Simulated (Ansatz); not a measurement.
# YF3: a relaxation

Wanted: a converged relaxation for YF3, and a check of what comes out. The structure is shown as the input types it.

Method: DFT PBEsol, scalar-relativistic, plane waves, PAW; settings changed (as first typed), in Ansatz 0.2.0.

3 further runs of the same task are left out: 3 set aside as unsound or not needed.

**1. Starting point**

It takes space group Pnma (No. 62, orthorhombic). The conventional cell has a = 6.388 Å, b = 6.856 Å, c = 4.355 Å, α = 90.00°, β = 90.00°, γ = 90.00°. Y (site symmetry m) has 9 F at 2.29 to 2.48 Å as nearest neighbours. Around F (site symmetry 1) lie 3 Y at 2.29 to 2.30 Å. Around F (site symmetry m) lie 3 Y at 2.30 to 2.48 Å.

Coordinates:

```cif
data_structure
_symmetry_space_group_name_H-M 'P 1'
_symmetry_Int_Tables_number 1
_cell_length_a 6.3882
_cell_length_b 6.8562
_cell_length_c 4.3554
_cell_angle_alpha 90.000
_cell_angle_beta 90.000
_cell_angle_gamma 90.000
_cell_volume 190.76
loop_
_atom_site_label
_atom_site_type_symbol
_atom_site_fract_x
_atom_site_fract_y
_atom_site_fract_z
_atom_site_occupancy
Y1 Y 0.63083 0.75000 0.93670 1
Y2 Y 0.86917 0.25000 0.43670 1
Y3 Y 0.13083 0.75000 0.56330 1
Y4 Y 0.36917 0.25000 0.06330 1
F1 F 0.16554 0.43706 0.38136 1
F2 F 0.33446 0.56294 0.88136 1
F3 F 0.66554 0.06294 0.11864 1
F4 F 0.83446 0.93706 0.61864 1
F5 F 0.52183 0.25000 0.58598 1
F6 F 0.97817 0.75000 0.08598 1
F7 F 0.02183 0.25000 0.91402 1
F8 F 0.47817 0.75000 0.41402 1
F9 F 0.16554 0.06294 0.38136 1
F10 F 0.33446 0.93706 0.88136 1
F11 F 0.66554 0.43706 0.11864 1
F12 F 0.83446 0.56294 0.61864 1
```

**2. The run**

Input file input.yaml:

```yaml
crystal:
  lattice:
    - [6.38818413, 0.0, 0.0]
    - [0.0, 6.85619609, 0.0]
    - [0.0, 0.0, 4.35539975]
  atoms:
    - { symbol: "Y", position: [0.63082763, 0.75, 0.93669724] }
    - { symbol: "Y", position: [0.86917237, 0.25, 0.43669724] }
    - { symbol: "Y", position: [0.13082763, 0.75, 0.56330276] }
    - { symbol: "Y", position: [0.36917237, 0.25, 0.06330276] }
    - { symbol: F, position: [0.16554485, 0.43706078, 0.38135667] }
    - { symbol: F, position: [0.33445515, 0.56293922, 0.88135667] }
    - { symbol: F, position: [0.66554485, 0.06293922, 0.11864333] }
    - { symbol: F, position: [0.83445515, 0.93706078, 0.61864333] }
    - { symbol: F, position: [0.52183381, 0.25, 0.58597858] }
    - { symbol: F, position: [0.97816619, 0.75, 0.08597858] }
    - { symbol: F, position: [0.02183381, 0.25, 0.91402142] }
    - { symbol: F, position: [0.47816619, 0.75, 0.41402142] }
    - { symbol: F, position: [0.16554485, 0.06293922, 0.38135667] }
    - { symbol: F, position: [0.33445515, 0.93706078, 0.88135667] }
    - { symbol: F, position: [0.66554485, 0.43706078, 0.11864333] }
    - { symbol: F, position: [0.83445515, 0.56293922, 0.61864333] }
basis:
  ecutwfc: 420
kpoints:
  mp_grid: { grid: [4, 4, 6] }
hamiltonian:
  xc: pbesol
scf:
  occupations: { method: fixed }
  max_iter: 75
output:
  forces: true
  eigenvalues: true
  stress: true
relax:
  adjacent_minimum: "off"
  f_tol: 0.005
  max_steps: 80
  cell: { stress_tol: 0.05 }
```

The run is started by

```sh
$ ansatz run input.yaml --threads 8 --pin off --max-ram 14336MiB --backend cpu --events-out ev --progress --plain --runs-dir out
```

**Question.** How will this run end, and is anything wrong with its input?

The program finished normally. That alone doesn't make the input a sound one.

Fixed occupations are right only where a gap separates filled from empty bands at every k-point. This system has one (7.89 eV on the mesh), so they are sound here.

The occupations need no remedy; a run with other occupations serves as a check.
